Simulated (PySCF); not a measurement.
# He at other levels of theory

Starting from one script, swap the method and compare what comes out for He.

Program: PySCF 2.14.0. Level of theory: each script names its method and basis. These are calculated values, not measurements.

3 further runs of the same task are left out: 3 that didn't finish.

## 1. The atom

He: 1 atom, charge 0, spin multiplicity 1.

## 2. Base script

input.py

```python
from pyscf import gto, scf, cc

mol = gto.M(
    atom='He 0 0 0',
    basis='6-311g**',
    charge=0,
    spin=0,
    verbose=4,
)
mf = scf.RHF(mol)
mf.kernel()
mycc = cc.CCSD(mf)
mycc.kernel()
e = mycc.eaccsd(nroots=5)[0]
print('roots (eV) =', (e*27.211386).round(3))
mf.dip_moment()
print('orbital energies (hartree):', mf.mo_energy[..., max(0, mol.nelec[1]-3):mol.nelec[0]+3].round(4))
```

On the command line:

```bash
> OMP_NUM_THREADS=1 python input.py
```

## 3. TDHF

Edit 1 changes step after the SCF: eomea → tddft.

input.py

```python
from pyscf import gto, scf, tdscf

mol = gto.M(
    atom='He 0 0 0',
    basis='6-311g**',
    charge=0,
    spin=0,
    verbose=4,
)
mf = scf.RHF(mol)
mf.kernel()
td = tdscf.TDHF(mf)
td.nstates = 5
td.kernel()
td.analyze()
mf.dip_moment()
print('orbital energies (hartree):', mf.mo_energy[..., max(0, mol.nelec[1]-3):mol.nelec[0]+3].round(4))
```

## 4. Stability test

Edit 2 changes step after the SCF: eomea → stability.

input.py

```python
from pyscf import gto, scf

mol = gto.M(
    atom='He 0 0 0',
    basis='6-311g**',
    charge=0,
    spin=0,
    verbose=4,
)
mf = scf.RHF(mol)
mf.kernel()
mf.stability(internal=True, external=True)
mf.dip_moment()
print('orbital energies (hartree):', mf.mo_energy[..., max(0, mol.nelec[1]-3):mol.nelec[0]+3].round(4))
```

## 5. FCI

Edit 3 changes step after the SCF: eomea → fci.

input.py

```python
from pyscf import gto, scf, fci

mol = gto.M(
    atom='He 0 0 0',
    basis='6-311g**',
    charge=0,
    spin=0,
    verbose=4,
)
mf = scf.RHF(mol)
mf.kernel()
print('E(FCI) =', fci.FCI(mf).kernel()[0])
mf.dip_moment()
print('orbital energies (hartree):', mf.mo_energy[..., max(0, mol.nelec[1]-3):mol.nelec[0]+3].round(4))
```

## 6. Number of roots 2

Edit 4 changes number of roots: 5 → 2.

input.py: that of step 2 with these lines changed.

```diff
@@ -13,3 +13,3 @@
 mycc.kernel()
-e = mycc.eaccsd(nroots=5)[0]
+e = mycc.eaccsd(nroots=2)[0]
 print('roots (eV) =', (e*27.211386).round(3))
```

What does the calculation give? Wanted: for each run, E(SCF); from base; gap; after the SCF.

As calculated:

```
              run  E(SCF) (hartree)  from base (eV)  cycles  gap (eV)                                    after the SCF
             base         -2.859895               0       4     47.52  CCSD correlation -0.835 eV, first root 22.38 eV
             TDHF         -2.859895          0.0000       4     47.52                       lowest root found 37.28 eV
   stability test         -2.859895          0.0000       4     47.52                                           stable
              FCI         -2.859895          0.0000       4     47.52                        FCI correlation -0.835 eV
number of roots 2         -2.859895          0.0000       4     47.52  CCSD correlation -0.835 eV, first root 22.38 eV
```

Total energies from different bases, Hamiltonians or methods carry different errors, so properties are taken as differences within one set-up.
